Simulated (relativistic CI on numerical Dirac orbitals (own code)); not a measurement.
# Ions with 43 electrons, Ce¹⁵⁺ to Sm¹⁹⁺: levels along an isoelectronic sequence

How do the lowest levels of 43-electron ions move as Z rises from 58 to 62? Each ion is run with the same configurations.

Method: Dirac-Coulomb-Breit CI, KLI orbitals optimised for each configuration, model QED (radiative potential, 1s self-energy scaled to tabulated hydrogen-like ionisation energies). Code: relativistic CI on numerical Dirac orbitals (own code) version 2.

## (1) The atom as given

| Quantity | Value |
| --- | --- |
| electrons | 43 |
| ions | Ce¹⁵⁺, Pr¹⁶⁺, Nd¹⁷⁺, Pm¹⁸⁺, Sm¹⁹⁺ |
| configurations | [Kr] 4d7; [Kr] 4d5 5s2; [Ar] 3d10 4s2 4p5 4d8; [Kr] 4d6 4f; [Ar] 3d10 4s2 4p4 4d9; [Kr] 4d6 5s; [Ar] 3d10 4s 4p6 4d8 |

## (2) Ce¹⁵⁺ (Z = 58)

Input settings:

```ini
atom Ce  Z=58  charge=15  electrons=43
nucleus A=140  rms_radius_fm=4.8771
hamiltonian dirac-coulomb  breit=on  qed=on  c_scale=1
orbitals kli  potential=per-configuration
slater_scale 1
correlation none
mixing on
configurations
  [Kr] 4d7
  [Kr] 4d5 5s2
  [Ar] 3d10 4s2 4p5 4d8
  [Kr] 4d6 4f
  [Ar] 3d10 4s2 4p4 4d9
  [Kr] 4d6 5s
  [Ar] 3d10 4s 4p6 4d8
end
```

## (3) Pr¹⁶⁺ (Z = 59)

Settings: those of step 2 with these lines changed.

```diff
@@ -1,3 +1,3 @@
-atom Ce  Z=58  charge=15  electrons=43
-nucleus A=140  rms_radius_fm=4.8771
+atom Pr  Z=59  charge=16  electrons=43
+nucleus A=141  rms_radius_fm=4.8919
 hamiltonian dirac-coulomb  breit=on  qed=on  c_scale=1
```

## (4) Nd¹⁷⁺ (Z = 60)

Settings: those of step 3 with these lines changed.

```diff
@@ -1,3 +1,3 @@
-atom Pr  Z=59  charge=16  electrons=43
-nucleus A=141  rms_radius_fm=4.8919
+atom Nd  Z=60  charge=17  electrons=43
+nucleus A=142  rms_radius_fm=4.9123
 hamiltonian dirac-coulomb  breit=on  qed=on  c_scale=1
```

## (5) Pm¹⁸⁺ (Z = 61)

Settings: those of step 4 with these lines changed.

```diff
@@ -1,3 +1,3 @@
-atom Nd  Z=60  charge=17  electrons=43
-nucleus A=142  rms_radius_fm=4.9123
+atom Pm  Z=61  charge=18  electrons=43
+nucleus A=145  rms_radius_fm=4.9620
 hamiltonian dirac-coulomb  breit=on  qed=on  c_scale=1
```

## (6) Sm¹⁹⁺ (Z = 62)

Settings: those of step 5 with these lines changed.

```diff
@@ -1,3 +1,3 @@
-atom Pm  Z=61  charge=18  electrons=43
-nucleus A=145  rms_radius_fm=4.9620
+atom Sm  Z=62  charge=19  electrons=43
+nucleus A=152  rms_radius_fm=5.0819
 hamiltonian dirac-coulomb  breit=on  qed=on  c_scale=1
```

(Steps that only read results are left out.)

**Question.** What will these runs give? Wanted: lowest level, first ion; lowest level, last ion; changes of the lowest level; interval 4F7/2 to 4F9/2; mean jj purity of the low levels.

The runs gave:

| quantity | value |
| --- | --- |
| lowest level, first ion | 4d7 4F9/2 |
| lowest level, last ion | 4d7 4F9/2 |
| changes of the lowest level | none |
| interval 4F7/2 to 4F9/2 | 23870 to 38990 cm⁻¹ |
| mean jj purity of the low levels | 83 to 89 % |

What this shows: The lowest level stays 4d7 4F9/2 throughout. Over these ions the splitting within 4d7 4F follows Z^7.4, steeper than the fourth power of a bare nucleus, since the screened charge grows faster than Z. The low levels move towards jj coupling (LS purity 65 to 60 %). Only the listed configurations are in the model, so lower levels can be missing.
